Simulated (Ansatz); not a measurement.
# GePHCl (sextet): wave-function methods side by side, cc-pVDZ

Aim: climb from Hartree-Fock through coupled cluster for GePHCl (sextet) at one geometry and basis, and see what each rung misses.

Method: cc-pVDZ, core rule «outside noble gas», up to 24 orbitals frozen; program: Ansatz 0.2.0, Gaussian basis.

To be run: UHF; CCSD(T) on ROHF; CCSD(T) on UHF; BCCD(T) on ROHF; CISD as a restricted active space (open shells left free, so some higher excitations enter); CCSDT(Q) on ROHF; CCSDT(Q) on UHF.

30 further runs of the same task are left out: 6 for a known fault of the program, 13 that didn't finish, 11 set aside as unsound or not needed. Runs told in other sessions of the task aren't counted.

## 1. The system

The geometry is a PBE0/def2-TZVP stationary point (not a proven minimum) of the parent state, kept for this charge and spin. No spin-orbit coupling is included. The filled d shell of Ge may be among the frozen orbitals whatever the setting's name suggests.

4 atoms, charge 0, spin multiplicity 6.

Atoms are counted from 1 here; the program's logs count them from 0.

Bond lengths: Cl1–Ge2 2.178 Å, Ge2–P3 2.397 Å, P3–H4 1.428 Å. Angles: Cl1–Ge2–P3 108.9°, Ge2–P3–H4 97.2°.

## 2. UHF

in.yaml reads:

```yaml
crystal:
  periodic: [false, false, false]
  atoms:
    - {symbol: Cl, position_ang: [0.015099, -0.724902, 1.732758]}
    - {symbol: Ge, position_ang: [0.010213, 0.638031, 0.033528]}
    - {symbol: P, position_ang: [-0.084120, -0.645378, -1.988387]}
    - {symbol: H, position_ang: [1.317890, -0.651656, -2.261202]}
basis:
  gaussian: {orbitals: cc-pVDZ}
magnetization: {spin_polarized: true, initial_magnetization: 5}
hamiltonian: {xc: hf}
output: {orbitals: {seedname: orbitals}}
```

Command:

```sh
$ ansatz run in.yaml --threads 1 --pin off --events-out ev --progress --plain --max-ram 2393MiB
```

Further steps of the session: CCSD(T) on ROHF; CCSD(T) on UHF; BCCD(T) on ROHF; CISD as a restricted active space (open shells left free, so some higher excitations enter); CCSDT(Q) on ROHF; CCSDT(Q) on UHF.

Q: Predict the results of all the runs planned. Wanted: UCCSDT(Q) from the RHF energy; RMP2 from UCCSDT(Q); UMP2 from UCCSDT(Q); RCCSD from UCCSDT(Q); RCCSD(T) from UCCSDT(Q); UCCSD(T) from UCCSDT(Q); RCCSDT(Q) from UCCSDT(Q); T1 diagnostic.

As calculated:

| quantity | value |
| --- | --- |
| UCCSDT(Q) from the ROHF energy | -8.8517 eV |
| RMP2 from UCCSDT(Q) | +33.33 kcal/mol |
| UMP2 from UCCSDT(Q) | +33.04 kcal/mol |
| RCCSD from UCCSDT(Q) | +7.69 kcal/mol |
| RCCSD(T) from UCCSDT(Q) | +2.08 kcal/mol |
| UCCSD(T) from UCCSDT(Q) | +1.65 kcal/mol |
| RCCSDT(Q) from UCCSDT(Q) | +0.44 kcal/mol |
| levels within 1 kcal/mol (43 meV) | RCCSDT, UCCSDT, RCCSDT(Q) |
| T1 diagnostic | 0.032 |

RCCSD(T) misses by +2.08 kcal/mol, 1.0 % of the correlation energy. These misses are within one basis, not against nature; the frozen cores of restricted and unrestricted runs differ, which can shift their rows.

With open shells the CI space here admits some higher excitations, so it is larger than plain CISD.
